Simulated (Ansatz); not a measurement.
# SnP3 (database structure): how the settings move a single-point run

How sensitive is a single-point run of SnP3 (database structure) to its settings? A reference run comes first, then three runs with altered input.

Method: reference: DFT r2SCAN, plane waves, PAW, scalar-relativistic, no spin polarisation, in Ansatz 0.2.0.

1 further run of the same task is left out (set aside as unsound or not needed).

### Step 1. The starting structure

The structure is trigonal, space group R-3m (No. 166). The conventional cell has a = 7.477 Å, b = 7.477 Å, c = 10.652 Å, α = 90.00°, β = 90.00°, γ = 120.00°. P (site symmetry m) is surrounded by 2 P at 2.25 Å and 2 Sn at 2.70 to 2.96 Å. Sn (site symmetry 3m) has 6 P at 2.70 to 2.96 Å as nearest neighbours.

As a file:

```cif
data_structure
_symmetry_space_group_name_H-M 'P 1'
_symmetry_Int_Tables_number 1
_cell_length_a 5.5893
_cell_length_b 5.5893
_cell_length_c 5.5893
_cell_angle_alpha 83.953
_cell_angle_beta 83.953
_cell_angle_gamma 83.953
_cell_volume 171.89
loop_
_atom_site_label
_atom_site_type_symbol
_atom_site_fract_x
_atom_site_fract_y
_atom_site_fract_z
_atom_site_occupancy
P1 P 0.79670 0.25500 0.79670 1
P2 P 0.79670 0.79670 0.25500 1
P3 P 0.25500 0.79670 0.79670 1
P4 P 0.20330 0.74500 0.20330 1
P5 P 0.74500 0.20330 0.20330 1
P6 P 0.20330 0.20330 0.74500 1
Sn1 Sn 0.25760 0.25760 0.25760 1
Sn2 Sn 0.74240 0.74240 0.74240 1
```

### Step 2. The reference run

The input, input.yaml:

```yaml
crystal:
  lattice:
    - [3.73825, 2.15828, 3.550712]
    - [-3.73825, 2.15828, 3.550712]
    - [0.0, -4.316561, 3.550712]
  atoms:
    - { symbol: P, position: [0.7967, 0.255, 0.7967] }
    - { symbol: P, position: [0.7967, 0.7967, 0.255] }
    - { symbol: P, position: [0.255, 0.7967, 0.7967] }
    - { symbol: P, position: [0.2033, 0.745, 0.2033] }
    - { symbol: P, position: [0.745, 0.2033, 0.2033] }
    - { symbol: P, position: [0.2033, 0.2033, 0.745] }
    - { symbol: Sn, position: [0.2576, 0.2576, 0.2576] }
    - { symbol: Sn, position: [0.7424, 0.7424, 0.7424] }
  symmetry: { tolerance: 0.0003 }
kpoints:
  mp_grid: { grid: [3, 3, 3], shift: [0, 0, 0] }
magnetization:
  spin_polarized: false
scf:
  occupations: { method: fermi_dirac, width: 0.0151 }
hamiltonian:
  pseudopotentials: { kind: paw }
  xc: r2scan
basis:
  ecutwfc: 500
output:
  forces: true
  stress: true
  eigenvalues: true
  write_density: true
  write_potential: true
  elf: true
  volumetric_format: npy
```

Command:

```bash
$ ansatz run input.yaml --threads 1 --pin off --max-ram 2560MiB --backend cpu --events-out ev --progress --plain --runs-dir out
```

### Step 3. Changing settings: mp_grid.shift [0.5, 0.5, 0.5]

Changes to input.yaml since step 2:

```diff
@@ -16,3 +16,3 @@
 kpoints:
-  mp_grid: { grid: [3, 3, 3], shift: [0, 0, 0] }
+  mp_grid: { grid: [3, 3, 3], shift: [0.5, 0.5, 0.5] }
 magnetization:
@@ -30,5 +30 @@
   eigenvalues: true
-  write_density: true
-  write_potential: true
-  elf: true
-  volumetric_format: npy
```

### Step 4. Changing settings: preconditioner ldos

Changes to input.yaml since step 2:

```diff
@@ -21,2 +21,3 @@
   occupations: { method: fermi_dirac, width: 0.0151 }
+  mixing: { preconditioner: ldos }
 hamiltonian:
```

### Step 5. A further run, with the input changed

Changes to input.yaml since step 2:

```diff
@@ -16,3 +16,3 @@
 kpoints:
-  mp_grid: { grid: [3, 3, 3], shift: [0, 0, 0] }
+  mp_grid: { grid: [1, 1, 1], shift: [0, 0, 0] }
 magnetization:
@@ -30,5 +30 @@
   eigenvalues: true
-  write_density: true
-  write_potential: true
-  elf: true
-  volumetric_format: npy
```

(Steps that only read results are left out.)

**Question.** What will these runs give? Wanted: for each run, ending; energy change; pressure; gap; force.

The runs gave:

| run | ending | energy change | pressure (GPa) | gap (eV) | force (eV/Å) | cycles | time |
| --- | --- | --- | --- | --- | --- | --- | --- |
| reference | converged | 0 | -2.0 | 0.00 | 0.58 | 6 | 4.7 s |
| 1: mp_grid.shift [0.5, 0.5, 0.5] | converged | -15.4 meV/atom | -1.8 | 0.00 | 0.24 | 7 | 4 s |
| 2: preconditioner ldos | converged | 0.0 meV/atom | -2.0 | 0.00 | 0.58 | 9 | 6.5 s |
| 3: mp_grid.grid [1, 1, 1] | converged | -668.2 meV/atom | 2.1 | 0.02 | 3.34 | 12 | 3.3 s |

Times don't compare one to one where runs were asked for different outputs or read a saved state (see the inputs); cycles may leave out searches for a lower state.

Residual by cycle in the longest SCF loop of each run; runs are numbered as in the table. The quantity is the density residual dr2, in eV.

```csv
cycle,reference,run 1,run 2,run 3
1,0.0539,0.0488,0.0539,1.61
2,0.00897,0.0141,0.00619,0.419
3,9.2e-4,7.7e-4,0.00419,0.124
4,2.8e-5,6.5e-5,0.00116,0.639
5,2.1e-6,4.1e-6,4.5e-4,0.0107
6,7.0e-8,2.5e-7,7.1e-5,0.00128
7,-,1.8e-8,4.5e-6,4.9e-4
8,-,-,4.2e-7,1.4e-4
9,-,-,2.1e-8,2.3e-5
10,-,-,-,4.7e-7
11,-,-,-,8.9e-7
12,-,-,-,6.9e-9
```

What this shows: Of the converged runs whose energies compare with the reference's, «mp_grid.grid [1, 1, 1]» moves the energy most (-668.2 meV/atom) and «preconditioner ldos» least (0.0 meV/atom). Semilocal functionals close small gaps, so the missing gap need not be the real solid's.

The reference has limits of its own: its mesh is coarse for a cell with so small a gap or none.
